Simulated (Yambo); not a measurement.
**Mo2C: optical spectrum with PBEsol**

Crystal: Mo2C.

```xyz
3
Lattice="3.0560 0.0000 0.0000 -1.5280 2.6466 0.0000 0.0000 0.0000 4.6390" Properties=species:S:1:pos:R:3 pbc="T T T"
Mo    1.5280    0.8822    3.4803
Mo    0.0000    1.7644    1.1587
C     0.0000    0.0000    2.3195
```

The cell comes from a database or a generator and needn't be the stable form of this composition.

```yaml
Program: Yambo 5.3.0
Task: optical spectrum
Functional: PBEsol
Potentials_or_basis: PseudoDojo 0.4.1 SR PBEsol standard
Cutoff: 1116 eV
Density_cutoff: 4463 eV
k_mesh: 12 × 12 × 8
Occupations: fermi-dirac, width 0.05 eV
Spin: no spin polarisation
k_mesh_of_the_self-consistent_run: 12 × 12 × 8
Direction_of_the_field_or_of_q_to_0: z
Broadening: 0.1 eV
Kernel: Hartree (RPA with local fields)
Top_of_the_energy_range: 20 eV
Energy_points: 200
Correction_of_the_levels: none
Bands_in_the_response: 31
Cutoff_of_the_response_matrix: 3 Ry
```

| Quantity | Value |
| --- | --- |
| Band gap on the k mesh, mean-field level | none (metal or under the smearing width) |

Dielectric function (along the field direction of the input):
```tsv
energy (eV)	real part	imaginary part
0.30	54.39	7.75
0.80	30.80	26.41
1.31	18.15	20.83
1.81	17.33	20.50
2.31	8.81	20.27
2.81	7.32	22.55
3.32	2.90	18.43
3.82	3.34	15.57
4.32	1.32	13.27
4.82	1.20	13.49
5.33	-0.92	14.25
5.83	-5.93	11.97
6.33	-5.10	6.70
6.83	-3.05	5.38
7.34	-2.41	3.63
7.84	-1.56	3.86
8.34	-0.23	3.22
8.84	0.42	4.21
9.35	0.98	4.62
9.85	-0.93	5.19
10.35	-1.52	3.48
10.85	-0.97	3.59
11.36	-0.47	3.04
11.86	0.20	3.06
12.36	-0.06	3.16
12.86	-0.55	2.89
13.37	-0.55	3.23
13.87	-0.14	3.18
14.37	-0.93	3.71
14.87	-2.08	3.18
15.38	-1.77	2.57
15.88	-1.77	2.20
16.38	-1.91	1.67
16.88	-1.71	1.08
17.39	-1.19	0.93
17.89	-0.95	0.82
18.39	-0.71	0.82
18.89	-0.56	0.75
19.40	-0.55	0.67
20.00	-0.26	0.68
```

Wall time 8.6 min on 1 thread of Intel(R) Xeon(R) Processor @ 2.50GHz (Skylake/Cascade Lake), with other jobs on the host.

Caveat: the intraband (Drude) term of the metal is left out; the ground state has no gap, which makes the many-body step unreliable; these spectra lack excitons.
